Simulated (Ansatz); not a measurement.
**Tl (hcp type): how the settings move a relaxation**

Question: which choices in the input matter for Tl (hcp type)?

Method: reference: DFT, PBEsol, PAW with Ansatz's default frozen-core files, scalar-relativistic, in Ansatz 0.2.0.

### Step 1. The starting structure

Symmetry: P6_3/mmc, No. 194, hexagonal system. Conventional cell: a = 3.155 Å, b = 3.155 Å, c = 5.041 Å, α = 90.00°, β = 90.00°, γ = 120.00°. Tl (site symmetry -6m2) is surrounded by 12 Tl at 3.11 to 3.16 Å.

As a file:

```
Tl
1.0
     3.15501    0.00000    0.00000
    -1.57750    2.73232    0.00000
     0.00000    0.00000    5.04062
Tl
2
Direct
  0.33333 0.66667 0.25000
  0.66667 0.33333 0.75000
```

### Step 2. Reference

The input, input.yaml:

```yaml
crystal:
  lattice:
    - [3.1550097894, 0.0, 0.0]
    - [-1.5775048947, 2.7323186268, 0.0]
    - [0.0, 0.0, 5.0406178896]
  atoms:
    - { symbol: Tl, position: [0.3333333333, 0.6666666667, 0.25] }
    - { symbol: Tl, position: [0.6666666667, 0.3333333333, 0.75] }
kpoints:
  mp_grid: { grid: [14, 14, 8] }
scf:
  occupations: { method: fermi_dirac, width: 0.08 }
hamiltonian:
  xc: pbesol
  pseudopotentials: { kind: paw }
output:
  forces: true
  stress: true
relax:
  f_tol: 0.005
  max_steps: 30
  cell: { stress_tol: 0.15, fix: [volume] }
```

Run with:

```
$ ansatz run input.yaml --threads 1 --pin off --max-ram 2048MiB --backend cpu --events-out ev --progress --plain --runs-dir out
```

### Step 3. Changed: mp_grid.grid [21, 21, 12], occupations.method tetrahedron_uncorrected, mixing.algorithm anderson, mixing.beta 0.1, width left out

input.yaml, as its differences from that of step 2:

```diff
@@ -9,5 +9,6 @@
 kpoints:
-  mp_grid: { grid: [14, 14, 8] }
+  mp_grid: { grid: [21, 21, 12] }
 scf:
-  occupations: { method: fermi_dirac, width: 0.08 }
+  occupations: { method: tetrahedron_uncorrected }
+  mixing: { algorithm: anderson, beta: 0.1 }
 hamiltonian:
```

Q: Predict the outcome of this session. Wanted: for each run, ending; energy change; pressure; gap; force.

As calculated:

| run | ending | energy change | pressure (GPa) | gap (eV) | force (eV/Å) | cycles | time |
| --- | --- | --- | --- | --- | --- | --- | --- |
| reference | converged | 0 | 21.0 | 0.00 | 0.00 | 17 | 16 s |
| 1: mp_grid.grid [21, 21, 12], occupations.method tetrahedron_uncorrected, mixing.algorithm anderson, mixing.beta 0.1, width left out | converged | +27.0 meV/atom (σ→0) | 21.4 | 0.00 | 0.00 | 19 | 42 s |

Changing the k-point mesh, smearing and mixing moves the energy by +27.0 meV/atom (σ→0 values), and the pressure goes from 21.0 to 21.4 GPa. Mixing only sets the path, so the shift comes from the other change. More than one kind of setting changed, and this run alone doesn't tell their shares apart. Cost: 19 SCF cycles against 17, 42 s against 16 s. The structure is not at rest: the sound run finds 21 GPa, so these are no properties of the relaxed crystal. 
